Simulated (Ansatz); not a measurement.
# UPBE/STO-3G run of AlNH2Cl (SMILES [NH2][Al][Cl])

Aim: the electronic atomisation energy of AlNH2Cl at UPBE/STO-3G, from 5 runs. 

Program for the calculation: Ansatz 0.2.0.

79 further runs of the same task are left out: 2 that didn't finish, 77 set aside as unsound or not needed.

## (1) The structure to begin with

AlNH2Cl: 5 atoms, total charge 0, spin state doublet. SMILES: `[NH2][Al][Cl]`. The shape is that of a PBE0-D4/def2-TZVP optimisation. This is one conformer, not always the lowest.

Bond lengths: N1–Al2 1.765 Å, Al2–Cl3 2.116 Å, N1–H4 1.007 Å, N1–H5 1.009 Å. Angles: N1–Al2–Cl3 116.7°, Al2–N1–H4 124.9°, Al2–N1–H5 124.1°, H4–N1–H5 111.0°.

## (2) A single-point energy at UPBE/STO-3G

in.yaml

```yaml
crystal:
  periodic: [false, false, false]
  atoms:
    - {symbol: N, position_ang: [-0.549400, 0.461700, -0.232000]}
    - {symbol: Al, position_ang: [0.402600, -0.291600, 1.049100]}
    - {symbol: Cl, position_ang: [1.907000, -1.649700, 0.440800]}
    - {symbol: H, position_ang: [-1.293600, 1.123300, -0.083500]}
    - {symbol: H, position_ang: [-0.416600, 0.282700, -1.215900]}
basis:
  gaussian: {orbitals: STO-3G}
hamiltonian: {xc: {name: PBE}}
accuracy: high
magnetization: {spin_polarized: true, initial_magnetization: 1}
```

Command:

```
$ ansatz run in.yaml --threads 1 --pin off --max-ram 2610MiB --events-out events.jsonl --progress --plain --runs-dir runs
```

Standard output:

```text
Warning: RAYON_NUM_THREADS=1 ignored (pool sized by the plan → 1); use --threads N
Functional definition: PBE
  name "PBE"
  parameter kappa = 0.804
  parameter beta = 0.06672455060314922
  exchange = pbe_x(kappa = kappa, mu = beta*pi^2/3)
  correlation = pbe_c(beta = beta)
452 factors; integrals over basis functions are off by at most 2.1e-8 eV
mean field evaluation 1: about -20392.6586 eV, gradient 2.1e1 eV
mean field evaluation 2: about -20364.9084 eV, gradient 6.1e1 eV
mean field evaluation 4: about -20395.9094 eV, gradient 2.2e0 eV
mean field evaluation 8: about -20395.9370 eV, gradient 2.4e-2 eV
mean field evaluation 16: about -20395.9370 eV, gradient 2.3e-7 eV
mean field -20395.93700439 eV, -749.5368600485 hartree, gradient 2.5e-8 eV, S^2 0.752582; 0 other end points of the search recorded, 0 dependent functions left out
reference -20395.93700646 eV, -749.5368601249 hartree; 20, 19 occupied and 5, 6 virtual orbitals, 452 factors
Total energy: -20395.93700646 eV, -749.5368601249 hartree
```

Wall time 2.2 s (1 thread of Arm Neoverse V2, shared host); peak memory 0.14 GiB.

## (3) The Al atom, same level

molecule.yaml

```yaml
crystal:
  periodic: [false, false, false]
  atoms:
    - symbol: Al
      position_ang: [0.000000, 0.000000, 0.000000]
basis:
  gaussian:
    orbitals: STO-3G
magnetization:
  spin_polarized: true
  initial_magnetization: 1
hamiltonian:
  xc: pbe
accuracy: high
```

Run the same way, it converges to -239.16604 Eh (log not shown).

## (4) The Cl atom

input.yaml

```yaml
crystal:
  periodic: [false, false, false]
  atoms:
    - symbol: Cl
      position_ang: [0.000000, 0.000000, 0.000000]
basis:
  gaussian: {orbitals: STO-3G}
magnetization: {spin_polarized: true, initial_magnetization: 1}
hamiltonian: {xc: {name: PBE}}
accuracy: high
```

Run the same way, it converges to -454.91342 Eh (log not shown).

## (5) The H atom

job.yaml

```yaml
crystal:
  periodic: [false, false, false]
  atoms:
    - {symbol: H, position_ang: [0.000000, 0.000000, 0.000000]}
basis:
  gaussian:
    orbitals: STO-3G
magnetization:
  spin_polarized: true
  initial_magnetization: 1
hamiltonian:
  xc: pbe
accuracy: high
```

Command:

```
$ ansatz run job.yaml --threads 1 --pin off --max-ram 2610MiB --events-out events.jsonl --progress --plain --runs-dir runs
```

Standard output, cut to the lines that bear on the results:

```text
Warning: RAYON_NUM_THREADS=1 ignored (pool sized by the plan → 1); use --threads N
[... 6 set-up lines as earlier in the session ...]
1 factors; integrals over basis functions are off by at most 4.6e-10 eV
mean field evaluation 1: about -12.6363 eV, gradient 0.0e0 eV
mean field evaluation 2: about -12.6363 eV, gradient 0.0e0 eV
mean field -12.63630448 eV, -0.4643756244 hartree, gradient 0.0e0 eV, S^2 0.750000; 0 other end points of the search recorded, 0 dependent functions left out
reference -12.63630558 eV, -0.4643756647 hartree; 1, 0 occupied and 0, 1 virtual orbitals, 1 factors
Total energy: -12.63630558 eV, -0.4643756647 hartree
```

Wall time 0.06 s (1 thread of Arm Neoverse V2, shared host).

## (6) The N atom, same level

in.yaml

```yaml
crystal:
  periodic: [false, false, false]
  atoms:
    - {symbol: N, position_ang: [0.000000, 0.000000, 0.000000]}
basis:
  gaussian:
    orbitals: STO-3G
magnetization:
  spin_polarized: true
  initial_magnetization: 3
hamiltonian:
  xc: {name: PBE}
accuracy: high
```

Run the same way, it converges to -53.81470 Eh (log not shown).

## (7) Outcome

Level: UPBE/STO-3G.

```
                     quantity          value
       molecule: total energy  -749.53686 Eh
               molecule: ⟨S²⟩          0.753
        Al atom: total energy  -239.16604 Eh
                Al atom: ⟨S²⟩          0.750
        Cl atom: total energy  -454.91342 Eh
                Cl atom: ⟨S²⟩          0.750
         H atom: total energy    -0.46438 Eh
                 H atom: ⟨S²⟩          0.750
         N atom: total energy   -53.81470 Eh
                 N atom: ⟨S²⟩          3.750
electronic atomisation energy      19.428 eV
```

Taking the molecule apart into free atoms costs 19.43 eV (448 kcal/mol), before zero-point energy and without spin-orbit coupling. In a minimal basis such a difference can be off by several eV, whatever the method.
